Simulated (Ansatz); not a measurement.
# NbSiCl: a trial structure relaxed

Where does this trial cell of NbSiCl go when cell and atoms are let free?

Method: DFT PBE, scalar-relativistic, plane waves, PAW, in Ansatz 0.2.0.

1 further run of the same task is left out (set aside as unsound or not needed).

### 1 The starting structure

The structure is tetragonal, space group P4/mmm (No. 123). Conventional cell: a = 3.655 Å, b = 3.655 Å, c = 5.186 Å, α = 90.00°, β = 90.00°, γ = 90.00°. Nb (site symmetry 4/mmm) is surrounded by 4 Cl at 2.58 Å and 2 Si at 2.59 Å. Around Si (site symmetry 4/mmm) lie 2 Nb at 2.59 Å. Around Cl (site symmetry 4/mmm) lie 4 Nb at 2.58 Å.

As a file:

```cif
data_structure
_symmetry_space_group_name_H-M 'P4/mmm'
_symmetry_Int_Tables_number 123
_cell_length_a 3.6550
_cell_length_b 3.6550
_cell_length_c 5.1863
_cell_angle_alpha 90.000
_cell_angle_beta 90.000
_cell_angle_gamma 90.000
_cell_volume 69.28
loop_
_atom_site_label
_atom_site_type_symbol
_atom_site_symmetry_multiplicity
_atom_site_Wyckoff_symbol
_atom_site_fract_x
_atom_site_fract_y
_atom_site_fract_z
_atom_site_occupancy
Nb1 Nb 1 c 0.50000 0.50000 0.00000 1
Si1 Si 1 d 0.50000 0.50000 0.50000 1
Cl1 Cl 1 a 0.00000 0.00000 0.00000 1
```

Recipe of the guess: random cell by space group and Wyckoff sites (P4/mmm, No. 123). The dimensions are guesses.

### 2 Probe: one point on a coarse mesh

Contents of input.yaml:

```yaml
crystal:
  lattice:
    - [3.65498985, 0.0, 0.0]
    - [0.0, 3.65498985, 0.0]
    - [0.0, 0.0, 5.18628111]
  atoms:
    - { symbol: Nb, position: [0.5, 0.5, 0.0] }
    - { symbol: Si, position: [0.5, 0.5, 0.5] }
    - { symbol: Cl, position: [0.0, 0.0, 0.0] }
basis:
  ecutwfc: 420
kpoints:
  mp_grid: { grid: [6, 6, 4] }
hamiltonian:
  xc: pbe
scf:
  occupations: { method: gaussian, width: 0.1 }
  lower_state_search: "off"
output:
  forces: true
  stress: true
  eigenvalues: true
```

Launch:

```bash
$ ansatz run input.yaml --threads 1 --pin off --max-ram 2048MiB --backend cpu --events-out ev --progress --plain --runs-dir out
```

The log of the run, shortened:

```text
[...]
SCF converged after 7 iterations
Free energy (F): -6266.113223 eV
[...]
E sigma→0 (E₀):  -6266.104899 eV
Entropy (-TS):   -0.016647 eV (-5.549 meV/atom)
Fermi energy:    8.130750 eV
[...]
--- Forces (eV/Å), atoms counted from 1 ---
  atom   1  Nb     0.00000000    -0.00000000     0.00000000
  atom   2  Si     0.00000000     0.00000000     0.00000000
  atom   3  Cl     0.00000000     0.00000000     0.00000000
[...]
--- Stress (GPa, compression-positive) ---
       -4.591762       0.000000       0.000000
        0.000000      -4.591762       0.000000
        0.000000       0.000000      -7.093232
  P = ⅓ Tr σ = -5.4256 GPa (-54.256 kbar)
--- Band table (eV; the first three rows and the last of 30) ---
  k-point 0: bands = ["-47.4166", "-23.6391", "-23.6391", "-23.1920", "-9.8888", "0.3933", "2.4410", "2.5507", "2.5507", "5.6225", "7.5976", "8.3240", "8.3240", "8.5993", "8.8035", "10.8424"]
[...]
```

Wall time 1.8 s (1 thread of Arm Neoverse V2, shared host); peak memory 0.33 GiB.

The probe gives pressure -5.4 GPa, largest force 0.00 eV/Å, gap on this mesh none (metal). A guess like this is first relaxed loosely on the coarse mesh.

### 3 A loose first relaxation

Changes to input.yaml since step 2:

```diff
@@ -22 +22,6 @@
   eigenvalues: true
+relax:
+  adjacent_minimum: "off"
+  f_tol: 0.04
+  max_steps: 70
+  cell: { stress_tol: 0.4 }
```

Launch:

```bash
$ ansatz run input.yaml --threads 1 --pin off --max-ram 2048MiB --backend cpu --events-out ev --progress --plain --runs-dir out
```

The log of the run:

```text
Warning: RAYON_NUM_THREADS=1 ignored (pool sized by the plan → 1); use --threads N
Engine: ansatz 0.2.0, aarch64-unknown-linux-gnu
Pseudopotentials: kind: paw
Pseudopotential: Nb, paw, valence charge 13, recommended cutoff 420 eV (normal), Nb.paw.azcp
Pseudopotential: Si, paw, valence charge 4, recommended cutoff 420 eV (normal), Si.paw.azcp
Pseudopotential: Cl, paw, valence charge 7, recommended cutoff 420 eV (normal), Cl.paw.azcp
Functional definition: PBE
  parameter kappa = 0.804
  parameter beta = 0.06672455060314922
  exchange = pbe_x(kappa = kappa, mu = beta*pi^2/3)
  correlation = pbe_c(beta = beta)
Crystal: 3 atoms, lattice volume = 69.283 Å³
Basis set: ecut = 420 eV, 1337 PW (Γ), exchange–correlation on 50×50×72 points (8 copies of the dense FFT grid, shifted against one another)
Bands: 16, of which v1, the nominal top of the filled ones, is band 12 counted from 1 (11 counted from 0)
Symmetry: 16 space group operations
Space group: P4/mmm (ITA 123), of the structure as read, at distance tolerance 4.1e-5 Å
k-points: 30 of 144
Non-local potential: Nb, projectors of the file, l = 0: 3, l = 1: 2, l = 2: 2, l = 3: 1
Non-local potential: Si, projectors of the file, l = 0: 2, l = 1: 2, l = 2: 2
Non-local potential: Cl, projectors of the file, l = 0: 2, l = 1: 2, l = 2: 2
PAW form: soft (Blöchl's): semilocal exchange-correlation on the pseudo side does not see the compensation charge
PAW one-centre angular grid: Nb, 590 points (default); XC on 64 Gauss nodes
PAW one-centre angular grid: Si, 110 points (default); XC on 64 Gauss nodes
PAW one-centre angular grid: Cl, 110 points (default); XC on 64 Gauss nodes
Initial density: superposition of atomic densities (neutral atoms: chi_scale 0, normalization atom), corrected by the library's trained network
Initial wavefunctions: pseudopotential atomic-orbital guess
Functional: x = pbe(κ = 0.804, μ = 0.2195149727645171), c = pbe(β = 0.06672455060314922)
SCF iter   1: F=—  HF=-6266.121599 eV  |F-HF|=—  |Δ(HF+E_count)|=         —  Δρ=7.41e-3  dr2=6.03e-2  ethr=1.77e-3  ⟨swp⟩=5.2  Hψ=2608  notcnv=0
preconditioner: auto → Kerker (q_TF=auto, 2.286 Å⁻¹)  [metal: Δε(μ)=0.042 eV  Ē_g=7.262 eV  σ=0.100 eV  W_gap=0.23  n_scr=14 (ndim 8)  ℏωp=17.8 eV  f_vac=0.002  D(μ)=3.48/eV (n_scr^D=36)]
SCF iter   2: F=—  HF=-6266.115152 eV  |F-HF|=—  |Δ(HF+E_count)|=   6.45e-3  Δρ=4.00e-3  dr2=1.78e-2  ethr=2.51e-4  ⟨swp⟩=1.0  Hψ=720  notcnv=0
SCF iter   3: F=—  HF=-6266.113099 eV  |F-HF|=—  |Δ(HF+E_count)|=   2.05e-3  Δρ=4.75e-4  dr2=1.92e-4  ethr=7.42e-5  ⟨swp⟩=1.8  Hψ=526  notcnv=0
SCF iter   4: F=—  HF=-6266.113197 eV  |F-HF|=—  |Δ(HF+E_count)|=   9.82e-5  Δρ=1.75e-4  dr2=4.29e-5  ethr=8.00e-7  ⟨swp⟩=2.2  Hψ=727  notcnv=0
SCF iter   5: F=—  HF=-6266.113216 eV  |F-HF|=—  |Δ(HF+E_count)|=   1.92e-5  Δρ=6.96e-5  dr2=5.58e-6  ethr=1.79e-7  ⟨swp⟩=2.2  Hψ=644  notcnv=0
SCF iter   6: F=—  HF=-6266.113222 eV  |F-HF|=—  |Δ(HF+E_count)|=   6.39e-6  Δρ=1.98e-5  dr2=4.12e-7  ethr=2.32e-8  ⟨swp⟩=2.0  Hψ=632  notcnv=0
SCF iter   7: F=-6266.113223 eV  HF=-6266.113223 eV  |F-HF|=1.47e-8  |Δ(HF+E_count)|=   4.27e-7  Δρ=4.41e-6  dr2=3.51e-8  ethr=4.17e-10  ⟨swp⟩=5.8  Hψ=1994  notcnv=0
SCF 1 converged in 7 iterations: F = -6266.113223 eV  dr2 = 3.51e-8
relax step   1: F+E_penalty+E_count = -6266.11322278 eV  Δ(F+E_penalty+E_count) = +0.000e0 eV  max|allowed force component| = 4.207e-30 eV/Å  Δτ_max = 0.0000 Å  P = -5.426 GPa  Ω = 69.283 Å³  (7 SCF iters, dr2 threshold 1.00e-7 eV, accepted)
Crystal: 3 atoms, lattice volume = 62.430 Å³
Basis set: ecut = 420 eV, 1229 PW (Γ), exchange–correlation on 50×50×72 points (8 copies of the dense FFT grid, shifted against one another)
Initial density: handed on by an earlier stage of this run
Initial wavefunctions: those handed on with the density
iter 1 solved again at ethr=3.66e-4 eV; its pass at ethr=3.10e-3 eV (dr2=8.78e-2 eV) is discarded
SCF iter   1: F=—  HF=-6266.219637 eV  |F-HF|=—  |Δ(HF+E_count)|=         —  Δρ=7.98e-3  dr2=8.96e-2  ethr=3.66e-4  ⟨swp⟩=1.0  Hψ=2998  notcnv=0
preconditioner: auto → Kerker (q_TF=auto, 2.326 Å⁻¹)  [metal: Δε(μ)=0.075 eV  Ē_g=7.718 eV  σ=0.100 eV  W_gap=0.39  n_scr=14 (ndim 8)  ℏωp=18.8 eV  f_vac=0.000  D(μ)=2.27/eV (n_scr^D=20)]
SCF iter   2: F=—  HF=-6266.201541 eV  |F-HF|=—  |Δ(HF+E_count)|=   1.81e-2  Δρ=4.72e-3  dr2=3.74e-2  ethr=3.66e-4  ⟨swp⟩=1.0  Hψ=480  notcnv=0
SCF iter   3: F=—  HF=-6266.190432 eV  |F-HF|=—  |Δ(HF+E_count)|=   1.11e-2  Δρ=1.44e-3  dr2=8.47e-4  ethr=1.56e-4  ⟨swp⟩=2.1  Hψ=685  notcnv=0
SCF iter   4: F=—  HF=-6266.190412 eV  |F-HF|=—  |Δ(HF+E_count)|=   2.05e-5  Δρ=3.85e-4  dr2=1.82e-4  ethr=3.53e-6  ⟨swp⟩=2.3  Hψ=978  notcnv=0
SCF iter   5: F=—  HF=-6266.190393 eV  |F-HF|=—  |Δ(HF+E_count)|=   1.89e-5  Δρ=1.06e-4  dr2=1.31e-5  ethr=7.60e-7  ⟨swp⟩=2.0  Hψ=627  notcnv=0
SCF iter   6: F=—  HF=-6266.190405 eV  |F-HF|=—  |Δ(HF+E_count)|=   1.16e-5  Δρ=3.63e-5  dr2=1.88e-6  ethr=5.45e-8  ⟨swp⟩=2.0  Hψ=616  notcnv=0
SCF iter   7: F=-6266.190406 eV  HF=-6266.190406 eV  |F-HF|=3.81e-8  |Δ(HF+E_count)|=   1.33e-6  Δρ=7.96e-6  dr2=6.13e-8  ethr=1.25e-9  ⟨swp⟩=6.1  Hψ=2145  notcnv=0
SCF 2 converged in 7 iterations: F = -6266.190406 eV  dr2 = 6.13e-8
relax step   2: F+E_penalty+E_count = -6266.19040614 eV  Δ(F+E_penalty+E_count) = -7.718e-2 eV  max|allowed force component| = 9.894e-30 eV/Å  Δτ_max = 0.0000 Å  P = +2.620 GPa  Ω = 62.430 Å³  energy of the carried Pulay correction = +5.202e-4 eV  (7 SCF iters, dr2 threshold 3.00e-7 eV, accepted)
Crystal: 3 atoms, lattice volume = 64.479 Å³
Basis set: ecut = 420 eV, 1245 PW (Γ), exchange–correlation on 50×50×72 points (8 copies of the dense FFT grid, shifted against one another)
iter 1 solved again at ethr=7.24e-5 eV; its pass at ethr=3.10e-3 eV (dr2=1.74e-2 eV) is discarded
SCF iter   1: F=—  HF=-6266.213249 eV  |F-HF|=—  |Δ(HF+E_count)|=         —  Δρ=3.67e-3  dr2=1.81e-2  ethr=7.24e-5  ⟨swp⟩=1.0  Hψ=2943  notcnv=0
preconditioner: auto → Kerker (q_TF=auto, 2.314 Å⁻¹)  [metal: Δε(μ)=0.027 eV  Ē_g=7.686 eV  σ=0.100 eV  W_gap=0.15  n_scr=14 (ndim 8)  ℏωp=18.5 eV  f_vac=0.004  D(μ)=3.47/eV (n_scr^D=36)]
SCF iter   2: F=—  HF=-6266.209993 eV  |F-HF|=—  |Δ(HF+E_count)|=   3.26e-3  Δρ=1.71e-3  dr2=5.29e-3  ethr=7.24e-5  ⟨swp⟩=1.0  Hψ=480  notcnv=0
SCF iter   3: F=—  HF=-6266.208615 eV  |F-HF|=—  |Δ(HF+E_count)|=   1.38e-3  Δρ=4.69e-4  dr2=2.66e-4  ethr=2.20e-5  ⟨swp⟩=2.4  Hψ=633  notcnv=0
SCF iter   4: F=—  HF=-6266.208553 eV  |F-HF|=—  |Δ(HF+E_count)|=   6.17e-5  Δρ=1.09e-4  dr2=1.09e-5  ethr=1.11e-6  ⟨swp⟩=2.0  Hψ=660  notcnv=0
SCF iter   5: F=—  HF=-6266.208559 eV  |F-HF|=—  |Δ(HF+E_count)|=   5.63e-6  Δρ=3.14e-5  dr2=1.29e-6  ethr=4.55e-8  ⟨swp⟩=2.4  Hψ=654  notcnv=0
SCF iter   6: F=-6266.208560 eV  HF=-6266.208560 eV  |F-HF|=6.49e-8  |Δ(HF+E_count)|=   1.26e-6  Δρ=9.61e-6  dr2=8.90e-8  ethr=1.25e-9  ⟨swp⟩=6.0  Hψ=2136  notcnv=0
SCF 3 converged in 6 iterations: F = -6266.208560 eV  dr2 = 8.90e-8
relax step   3: F+E_penalty+E_count = -6266.20856041 eV  Δ(F+E_penalty+E_count) = -1.815e-2 eV  max|allowed force component| = 4.207e-30 eV/Å  Δτ_max = 0.0000 Å  P = -0.421 GPa  Ω = 64.479 Å³  energy of the carried Pulay correction = +3.615e-4 eV  (6 SCF iters, dr2 threshold 3.00e-7 eV, accepted)
Crystal: 3 atoms, lattice volume = 64.188 Å³
iter 1 solved again at ethr=2.35e-7 eV; its pass at ethr=3.10e-3 eV (dr2=5.63e-5 eV) is discarded
SCF iter   1: F=—  HF=-6266.209307 eV  |F-HF|=—  |Δ(HF+E_count)|=         —  Δρ=2.92e-4  dr2=6.19e-5  ethr=2.35e-7  ⟨swp⟩=3.1  Hψ=3134  notcnv=0
preconditioner: auto → Kerker (q_TF=auto, 2.316 Å⁻¹)  [metal: Δε(μ)=0.064 eV  Ē_g=7.678 eV  σ=0.100 eV  W_gap=0.35  n_scr=14 (ndim 8)  ℏωp=18.5 eV  f_vac=0.002  D(μ)=3.02/eV (n_scr^D=28)]
SCF iter   2: F=—  HF=-6266.209271 eV  |F-HF|=—  |Δ(HF+E_count)|=   3.67e-5  Δρ=1.50e-4  dr2=1.80e-5  ethr=2.35e-7  ⟨swp⟩=1.1  Hψ=484  notcnv=0
SCF iter   3: F=—  HF=-6266.209266 eV  |F-HF|=—  |Δ(HF+E_count)|=   4.89e-6  Δρ=2.96e-5  dr2=1.08e-6  ethr=7.49e-8  ⟨swp⟩=2.3  Hψ=684  notcnv=0
iter 4 did not close the SCF: its close was put off for the readings that it lacked (scf_convergence_deferred on its scf_iter line)
SCF iter   4: F=-6266.209266 eV  HF=-6266.209266 eV  |F-HF|=2.63e-8  |Δ(HF+E_count)|=   5.15e-8  Δρ=7.84e-6  dr2=4.09e-8  ethr=4.51e-9  ⟨swp⟩=2.0  Hψ=636  notcnv=0
iter 5 did not close the SCF: its close was put off for the readings that it lacked (scf_convergence_deferred on its scf_iter line)
SCF iter   5: F=-6266.209266 eV  HF=-6266.209266 eV  |F-HF|=5.34e-9  |Δ(HF+E_count)|=   2.54e-8  Δρ=2.23e-6  dr2=5.17e-9  ethr=1.70e-10  ⟨swp⟩=2.0  Hψ=627  notcnv=0
SCF iter   6: F=-6266.209266 eV  HF=-6266.209266 eV  |F-HF|=7.65e-10  |Δ(HF+E_count)|=   5.78e-9  Δρ=7.62e-7  dr2=7.36e-10  ethr=2.15e-11  ⟨swp⟩=1.8  Hψ=1307  notcnv=0
SCF 4 converged in 6 iterations: F = -6266.209266 eV  dr2 = 7.36e-10
relax step   4: F+E_penalty+E_count = -6266.20926583 eV  Δ(F+E_penalty+E_count) = -7.054e-4 eV  max|allowed force component| = 1.381e-28 eV/Å  Δτ_max = 0.0000 Å  P = -0.099 GPa  Ω = 64.188 Å³  energy of the carried Pulay correction = +3.854e-4 eV  (6 SCF iters, dr2 threshold 3.00e-7 eV, accepted)
Basis set: ecut = 420 eV, 1245 PW (Γ), exchange–correlation on 48×48×72 points (8 copies of the dense FFT grid, shifted against one another)
Initial wavefunctions: pseudopotential atomic-orbital guess (no wavefunctions were taken with the density)
iter 1 solved again at ethr=4.90e-8 eV; its pass at ethr=3.10e-3 eV (dr2=1.18e-5 eV) is discarded
SCF iter   1: F=—  HF=-6266.208889 eV  |F-HF|=—  |Δ(HF+E_count)|=         —  Δρ=6.60e-5  dr2=3.55e-7  ethr=4.90e-8  ⟨swp⟩=3.2  Hψ=3974  notcnv=0
preconditioner: auto → Kerker (q_TF=auto, 2.316 Å⁻¹)  [metal: Δε(μ)=0.064 eV  Ē_g=7.681 eV  σ=0.100 eV  W_gap=0.34  n_scr=14 (ndim 8)  ℏωp=18.5 eV  f_vac=0.002  D(μ)=3.01/eV (n_scr^D=28)]
SCF iter   2: F=—  HF=-6266.208933 eV  |F-HF|=—  |Δ(HF+E_count)|=   4.38e-5  Δρ=3.43e-5  dr2=9.07e-8  ethr=1.48e-9  ⟨swp⟩=2.9  Hψ=874  notcnv=0
iter 3 did not close the SCF: its close was put off for the readings that it lacked (scf_convergence_deferred on its scf_iter line)
SCF iter   3: F=-6266.208933 eV  HF=-6266.208933 eV  |F-HF|=6.69e-10  |Δ(HF+E_count)|=   2.19e-7  Δρ=1.86e-6  dr2=6.82e-10  ethr=3.78e-10  ⟨swp⟩=2.0  Hψ=841  notcnv=0
iter 4 did not close the SCF: its close was put off for the readings that it lacked (scf_convergence_deferred on its scf_iter line)
SCF iter   4: F=-6266.208933 eV  HF=-6266.208933 eV  |F-HF|=3.46e-11  |Δ(HF+E_count)|=  8.06e-10  Δρ=3.18e-7  dr2=7.31e-11  ethr=2.84e-12  ⟨swp⟩=2.2  Hψ=721  notcnv=0
iter 5 did not close the SCF: its close was put off for the readings that it lacked (scf_convergence_deferred on its scf_iter line)
SCF iter   5: F=-6266.208933 eV  HF=-6266.208933 eV  |F-HF|=1.46e-11  |Δ(HF+E_count)|=  4.55e-11  Δρ=1.09e-7  dr2=1.63e-11  ethr=1.00e-12  ⟨swp⟩=1.2  Hψ=487  notcnv=0
iter 6 did not close the SCF: its close was put off for the readings that it lacked (scf_convergence_deferred on its scf_iter line)
SCF iter   6: F=-6266.208933 eV  HF=-6266.208933 eV  |F-HF|=3.64e-12  |Δ(HF+E_count)|=  1.64e-11  Δρ=3.74e-8  dr2=1.66e-12  ethr=1.00e-12  ⟨swp⟩=1.2  Hψ=486  notcnv=0
SCF iter   7: F=-6266.208933 eV  HF=-6266.208933 eV  |F-HF|=2.73e-12  |Δ(HF+E_count)|=  1.82e-12  Δρ=9.41e-9  dr2=8.64e-14  ethr=1.00e-12  ⟨swp⟩=1.2  Hψ=1086  notcnv=0
SCF 5 converged in 7 iterations: F = -6266.208933 eV  dr2 = 8.64e-14
relax step   5: F+E_penalty+E_count = -6266.20893322 eV  Δ(F+E_penalty+E_count) = +3.326e-4 eV  max|allowed force component| = 2.459e-29 eV/Å  Δτ_max = 0.0000 Å  P = -0.102 GPa  Ω = 64.188 Å³  stress off target by 2.28e-1 GPa  SCF on the basis re-selected at this cell (its energy is not comparable with the rows above)  (7 SCF iters)
basis re-selected at this cell: Δ(F+E_penalty+E_count) = +3.326e-4 eV, ΔP = -0.003 GPa vs the last step (what re-selecting the basis moved, of the pressure what is left beyond the Pulay correction that the steps carried, after the strain that the cell walked since its last selection, with what the two solves' SCF thresholds leave and, on support functions, any second-order correction that the steps lacked; it is no measure of the basis error at this ecutwfc). The dense FFT grid was sized anew with the basis: this SCF ran on 24×24×36 points, the steps before it on 25×25×36, so part of this shift can come from that change (see relax.cell in the input reference). This SCF's stress stands 2.28e-1 GPa from its target on what of the cell is left free (relax.cell.stress_tol is 4.00e-1 GPa) and its largest allowed force component is 2.46e-29 eV/Å (relax.f_tol is 4.00e-2 eV/Å): within both
SCF converged after 7 iterations
Free energy (F): -6266.208933 eV
Harris-Foulkes:  -6266.208933 eV  (|F-HF|=2.73e-12)
Internal energy: -6266.193896 eV  (E = F + TS)
E sigma→0 (E₀):  -6266.201415 eV
Entropy (-TS):   -0.015037 eV (-5.012 meV/atom)
Fermi energy:    9.087078 eV
--- Per-component energies (eV) ---
  E_band       = -179.179902
  E_kinetic    = 593.608197
  E_local      = -1608.817596  (includes V_loc(G=0)·N_el)
  E_nonlocal   = 176.432456
  E_hartree    = 572.438549
  E_xc         = -335.457623
  E_vxc        = -378.616176  (∫ρ·V_xc dr)
  E_paw        = -4245.370042  (= ΣΔE_a)
  E_vpaw       = -106.663980  (= ΣTr[D̂ρ^β])
  E_aug_tail   = 0.000105  (compensation charges beyond the density's cutoff)
  E_ewald      = -1419.027942
  E_smearing   = -0.015037  (= −TS)
  E_closure    = -0.000000  (closes the sum)
  Σ components = -6266.208933   (vs F -6266.208933, Δ=0.00e0)
--- Forces (eV/Å), atoms counted from 1 ---
  atom   1  Nb     0.00000000     0.00000000     0.00000000
  atom   2  Si     0.00000000     0.00000000     0.00000000
  atom   3  Cl    -0.00000000    -0.00000000     0.00000000
  max |Σ_I F_I| component: 2.37e-29 eV/Å
--- Stress (GPa, compression-positive) ---
       -0.228142       0.000000       0.000000
        0.000000      -0.228142       0.000000
        0.000000       0.000000       0.149017
  P = ⅓ Tr σ = -0.1024 GPa (-1.024 kbar)
--- Band table (eV; the first three rows and the last of 30) ---
  k-point 0: bands = ["-46.3470", "-22.5973", "-22.5973", "-22.1569", "-9.2507", "1.1108", "3.1331", "3.3705", "3.3705", "6.2718", "8.4625", "9.2461", "9.2461", "9.7778", "9.9302", "11.9808"]
  k-point 1: bands = ["-46.3469", "-22.5973", "-22.5973", "-22.1601", "-9.2435", "1.0878", "3.3796", "3.3796", "3.6199", "6.2948", "7.5937", "8.4666", "8.8637", "8.8637", "10.3799", "12.8620"]
  k-point 2: bands = ["-46.3468", "-22.5973", "-22.5973", "-22.1632", "-9.2363", "1.0599", "3.3889", "3.3889", "4.6959", "5.7100", "6.3182", "8.4706", "8.5833", "8.5833", "10.4352", "13.8269"]
  k-point 29: bands = ["-46.3310", "-22.7162", "-22.7162", "-22.1389", "-8.9088", "2.2119", "2.2119", "3.7989", "4.0954", "6.2882", "6.2882", "6.5805", "10.6177", "10.7852", "11.1140", "11.5984"]
--- Relaxed structure (4 steps of the walk, 4 accepted, 1 SCFs on fresh bases) ---
  F+E_penalty+E_count = -6266.20893322 eV   max|allowed force component| = 2.459e-29 eV/Å   (the final SCF, on the basis selected at the relaxed cell)
  cell:  # Å, volume = 64.1885 Å³
    - [3.568833761515534, 0.0, 0.0]
    - [0.0, 3.568833761515534, 0.0]
    - [0.0, 0.0, 5.0396951700482475]
  atoms:
    - { symbol: Nb, position: [0.49999999999999994, 0.49999999999999994, 0.0] }
    - { symbol: Si, position: [0.49999999999999994, 0.49999999999999994, 0.49999999999999994] }
    - { symbol: Cl, position: [4.5283191305108013e-35, -4.2538755468434805e-36, 0.0] }
```

Run time: 9.1 s. Hardware: 1 thread of Arm Neoverse V2, shared host; peak memory 0.34 GiB.

The steps of the relaxation:

| step | E - E(step 1) (eV/cell) | largest force component (eV/Å) | pressure (GPa) | volume (Å³) |
| --- | --- | --- | --- | --- |
| 1 | 0.0000 | 0.0000 | -5.43 | 69.28 |
| 2 | -0.0772 | 0.0000 | 2.62 | 62.43 |
| 3 | -0.0953 | 0.0000 | -0.42 | 64.48 |
| 4 | -0.0960 | 0.0000 | -0.10 | 64.19 |
| 5 | -0.0957 | 0.0000 | -0.10 | 64.19 |

Step 1 is the start. Step 5 repeats the geometry before it on a plane-wave basis chosen anew for that cell, so its energy need not be comparable with the rows above.

|  | before | after | change |
| --- | --- | --- | --- |
| a (Å) | 3.655 | 3.569 | -2.4 % |
| b (Å) | 3.655 | 3.569 | -2.4 % |
| c (Å) | 5.186 | 5.040 | -2.8 % |
| volume (Å³/atom) | 23.09 | 21.40 | -7.4 % |
| shortest distance (Å) | 2.584 | 2.520 | -2.5 % |
| space group (0.01 Å) | P4/mmm | P4/mmm | same |

The run keeps the 16 symmetry operations of the start, so it could not have lowered the symmetry.

[end of part 1 of 2]
